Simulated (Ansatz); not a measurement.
# CH4AlGaOS: basis-set convergence

How large a basis does CH4AlGaOS need? Two functionals are run in growing sets.

The runs use Ansatz 0.2.0, Gaussian basis; one geometry, several basis sets.

The runs, in order: PBE0-D4/def2-SVP; ωB97M-V/def2-SVP; PBE0-D4/def2-QZVPP; ωB97M-V/def2-QZVPP; the functionals' def2-TZVPP values are taken from earlier runs.

### Step 1. The relaxed structure

The geometry comes from an earlier relaxation with PBE0-D4 in a triple-zeta def2 set; it is a stationary point, not always the lowest conformer.

SMILES `[AlH2][O][GaH][CH]=S`, 9 atoms, charge 0, spin multiplicity 1.

Atoms are counted from 1 here; the program's logs count them from 0.

Bond lengths: Al1–O2 1.677 Å, Al1–H6 1.583 Å, Al1–H7 1.583 Å, O2–Ga3 1.768 Å, Ga3–C4 1.978 Å, Ga3–H8 1.555 Å, C4–S5 1.612 Å, C4–H9 1.094 Å. Angles: O2–Al1–H6 118.6°, O2–Al1–H7 118.5°, H6–Al1–H7 122.9°, Al1–O2–Ga3 177.9°, O2–Ga3–C4 115.9°, O2–Ga3–H8 119.7°, C4–Ga3–H8 124.4°, Ga3–C4–S5 120.5°, Ga3–C4–H9 120.9°, S5–C4–H9 118.7°.

### Step 2. PBE0-D4 in def2-SVP

in.yaml

```yaml
crystal:
  periodic: [false, false, false]
  atoms:
    - {symbol: Al, position_ang: [0.886652, 0.412225, -2.288815]}
    - {symbol: O, position_ang: [0.607063, 0.019589, -0.682287]}
    - {symbol: Ga, position_ang: [0.373808, -0.408693, 1.017469]}
    - {symbol: C, position_ang: [-1.442604, -0.110386, 1.741350]}
    - {symbol: S, position_ang: [-1.751173, -0.362112, 3.303495]}
    - {symbol: H, position_ang: [1.356360, 1.883194, -2.638002]}
    - {symbol: H, position_ang: [0.657414, -0.701607, -3.390529]}
    - {symbol: H, position_ang: [1.566690, -0.968842, 1.842036]}
    - {symbol: H, position_ang: [-2.254210, 0.236632, 1.095293]}
basis:
  gaussian: {orbitals: def2-SVP}
hamiltonian: {xc: pbe0, dispersion: d4}
output: {orbitals: {seedname: orbitals}}
```

Run with:

```console
ansatz run in.yaml --threads 4 --pin off --events-out ev --progress --plain --max-ram 10444MiB
```

After this run come: ωB97M-V in def2-SVP; PBE0-D4 in def2-QZVPP; ωB97M-V in def2-QZVPP.

Before running them: what should the planned runs give, taken together? Wanted: PBE0-D4: double and triple zeta above quadruple; ωB97M-V: double and triple zeta above quadruple.

**Answer**, as computed:

```
                                       quantity           value
PBE0-D4: double and triple zeta above quadruple  18.45, 1.91 eV
ωB97M-V: double and triple zeta above quadruple  18.41, 1.84 eV
```

What this shows: For PBE0-D4 the step from double to triple zeta gains 16.53 eV and the next only 1.91 eV. Total energies overstate the basis error of differences, where much of it tends to cancel.
